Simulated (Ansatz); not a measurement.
# GaPt: the cost of one run

Computed with Ansatz 0.2.0 through its Python package. Level of theory: DFT PBEsol, plane waves, PAW.

## 1. Starting point

The structure is cubic, space group P2_13 (No. 198). The conventional cell has a = 4.922 Å, b = 4.922 Å, c = 4.922 Å, α = 90.00°, β = 90.00°, γ = 90.00°. Around Ga (site symmetry 3) lie 7 Pt at 2.60 to 2.67 Å. Pt (site symmetry 3) is surrounded by 7 Ga at 2.60 to 2.67 Å.

The script holds or builds the structure itself.

## 2. Script

File eos.py:

```python
"""Energy against volume for GaPt, with a fit."""

import warnings

import ansatz as az
import numpy as np

VECTORS = np.array([
    [4.92187, 0.0, 0.0],
    [0.0, 4.92187, 0.0],
    [0.0, 0.0, 4.92187],
])
SITES = [
    ("Ga", [0.09298, 0.09298, 0.09298]),
    ("Ga", [0.40702, 0.90702, 0.59298]),
    ("Ga", [0.90702, 0.59298, 0.40702]),
    ("Ga", [0.59298, 0.40702, 0.90702]),
    ("Pt", [0.39943, 0.39943, 0.39943]),
    ("Pt", [0.10057, 0.60057, 0.89943]),
    ("Pt", [0.60057, 0.89943, 0.10057]),
    ("Pt", [0.89943, 0.10057, 0.60057]),
]


def make_crystal(cell):
    crystal = az.Crystal(lattice=az.Lattice.of(cell))
    for symbol, position in SITES:
        crystal = crystal.atom(symbol, position)
    return crystal

warnings.simplefilter("ignore", az.DeckWarning)

# scale the volume, keep shape and fractions
volumes, energies, pressures = [], [], []
for scale in np.linspace(0.94, 1.06, 7):
    cell = VECTORS * scale ** (1 / 3)
    job = (
        make_crystal(cell).calculation()
        .functional("pbesol")
        .occupations("cold", width=0.15)
        .basis(500)
        .kpoints(6, 6, 6)
        .stress()
    )
    rep = job.run(threads=1, backend="cpu").report
    volumes.append(abs(np.linalg.det(cell)) / len(SITES))
    energies.append(rep["free_energy_ev"] / len(SITES))
    pressures.append(np.trace(rep["stress_gpa"]) / 3)
    print(f"V = {volumes[-1]:8.4f} A^3/atom  F = {energies[-1]:.5f} eV/atom  P = {pressures[-1]:8.3f} GPa")

# third-order Birch-Murnaghan: a cubic in V^(-2/3)
x = np.array(volumes) ** (-2 / 3)
poly = np.polynomial.Polynomial.fit(x, energies, 3).convert()
roots = poly.deriv().roots()
x0 = min((r.real for r in roots if abs(r.imag) < 1e-9 and poly.deriv(2)(r.real) > 0), key=lambda r: abs(r - x.mean()))
v0 = x0 ** -1.5
b0 = 4 / 9 * poly.deriv(2)(x0) * v0 ** (-7 / 3) * 160.21766
b1 = 4 + 2 / 3 * x0 * poly.deriv(3)(x0) / poly.deriv(2)(x0)
print(f"V0 = {v0:.4f} A^3/atom, B0 = {b0:.1f} GPa, dB/dP = {b1:.2f}")
```

## 3. The calls as engine input

The engine receives this input (first run):

```yaml
crystal:
  lattice:
    - [4.821395480903861, 0.0, 0.0]
    - [0.0, 4.821395480903861, 0.0]
    - [0.0, 0.0, 4.821395480903861]
  atoms:
    - { symbol: Ga, position: [0.09298, 0.09298, 0.09298] }
    - { symbol: Ga, position: [0.40702, 0.90702, 0.59298] }
    - { symbol: Ga, position: [0.90702, 0.59298, 0.40702] }
    - { symbol: Ga, position: [0.59298, 0.40702, 0.90702] }
    - { symbol: Pt, position: [0.39943, 0.39943, 0.39943] }
    - { symbol: Pt, position: [0.10057, 0.60057, 0.89943] }
    - { symbol: Pt, position: [0.60057, 0.89943, 0.10057] }
    - { symbol: Pt, position: [0.89943, 0.10057, 0.60057] }
basis:
  ecutwfc: 500.0
kpoints:
  mp_grid:
    grid: [6, 6, 6]
hamiltonian:
  xc: pbesol
scf:
  occupations:
    method: cold
    width: 0.15
output:
  stress: true
```

## 4. Launch

Command:

```console
$ python eos.py
```

What time and memory should one allow on 1 thread of Arm Neoverse V1, shared host?

About 2.7 min, with a peak of 0.57 GiB.
